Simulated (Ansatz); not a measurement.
**C3H8AlCl: one species, many methods**

An exercise on one series of results from a longer session: the logs are not shown, and one member is left open.

Method: functionals in def2-TZVPP, the program's frozen cores in correlated methods; program: Ansatz 0.2.0, Gaussian basis.

Plan: PBE-D4, r2SCAN-D4, PBE0-D4, B3LYP-D4, ωB97X-V, ωB97M-V, B2PLYP; CCSD(T)/def2-TZVPP; MP2/def2-QZVPP; extrapolation to the limit.

## Structure used throughout

All runs share one geometry, relaxed beforehand with PBE0-D4 in a triple-zeta def2 set.

13 atoms, charge 0, spin multiplicity 1.

Atoms are counted from 1 here; the program's logs count them from 0.

Bond lengths: C1–C2 1.501 Å, C1–H6 1.091 Å, C1–H7 1.096 Å, C1–H8 1.095 Å, C2–C3 1.501 Å, C2–Al4 1.976 Å, C2–Cl5 1.955 Å, C3–H9 1.096 Å, C3–H10 1.091 Å, C3–H11 1.095 Å, Al4–Cl5 2.382 Å, Al4–H12 1.585 Å, Al4–H13 1.585 Å. Angles: C2–C1–H6 112.5°, C2–C1–H7 107.3°, C2–C1–H8 112.6°, H6–C1–H7 107.6°, H6–C1–H8 109.0°, H7–C1–H8 107.6°, C1–C2–C3 114.0°, C1–C2–Al4 121.6°, C1–C2–Cl5 106.5°, C3–C2–Al4 121.6°, C3–C2–Cl5 106.5°, Al4–C2–Cl5 74.6°, C2–C3–H9 107.3°, C2–C3–H10 112.5°, C2–C3–H11 112.6°, H9–C3–H10 107.6°, H9–C3–H11 107.6°, H10–C3–H11 109.0° and more.

The first run:

The input, in.yaml:

```yaml
crystal:
  periodic: [false, false, false]
  atoms:
    - {symbol: C, position_ang: [-1.494137, 0.200645, -0.040819]}
    - {symbol: C, position_ang: [-0.002140, 0.038249, -0.042599]}
    - {symbol: C, position_ang: [0.516241, -0.821643, -1.158093]}
    - {symbol: Al, position_ang: [1.080298, 0.404424, 1.568910]}
    - {symbol: Cl, position_ang: [0.751652, 1.820956, -0.317471]}
    - {symbol: H, position_ang: [-1.835845, 0.905000, 0.718541]}
    - {symbol: H, position_ang: [-1.928946, -0.777183, 0.194507]}
    - {symbol: H, position_ang: [-1.884424, 0.511487, -1.016088]}
    - {symbol: H, position_ang: [0.168587, -1.843806, -0.971262]}
    - {symbol: H, position_ang: [1.606037, -0.845299, -1.194198]}
    - {symbol: H, position_ang: [0.134153, -0.514905, -2.137897]}
    - {symbol: H, position_ang: [2.573572, -0.125846, 1.583029]}
    - {symbol: H, position_ang: [0.335451, 1.013119, 2.828241]}
basis:
  gaussian: {orbitals: def2-TZVPP}
hamiltonian: {xc: pbe, dispersion: d4}
output: {forces: true, orbitals: {seedname: orbitals}}
```

On the command line:

```
ansatz run in.yaml --threads 4 --pin off --events-out ev --progress --plain --max-ram 10444MiB
```

Among the steps run: PBE-D4 (GGA); r2SCAN-D4 (meta-GGA); PBE0-D4 (hybrid); B3LYP-D4 (hybrid); ωB97X-V (range-separated); ωB97M-V (range-separated); B2PLYP (double hybrid); CCSD(T) in def2-TZVPP; MP2 in def2-QZVPP.

One table of the session follows, with a row left open; its other results are not shown here.

It belongs to the step «Atomisation energies». 

```
            method  atomisation energy (eV)
            PBE-D4                   48.001
         r2SCAN-D4                   47.589
           PBE0-D4                        ?
          B3LYP-D4                   47.281
           ωB97X-V                   47.464
           ωB97M-V                   47.519
            B2PLYP                   46.755
     HF/def2-TZVPP                   35.607
    MP2/def2-TZVPP                   46.727
   CCSD/def2-TZVPP                   45.661
CCSD(T)/def2-TZVPP                   46.286
           MP2/CBS                   47.813
       CCSD(T)/CBS                   47.372
```

Q: Estimate the row for PBE0-D4 from the others.

The run gave: atomisation energy (eV): 47.515. In the column «atomisation energy (eV)» it lies between ωB97X-V (47.464) and ωB97M-V (47.519).
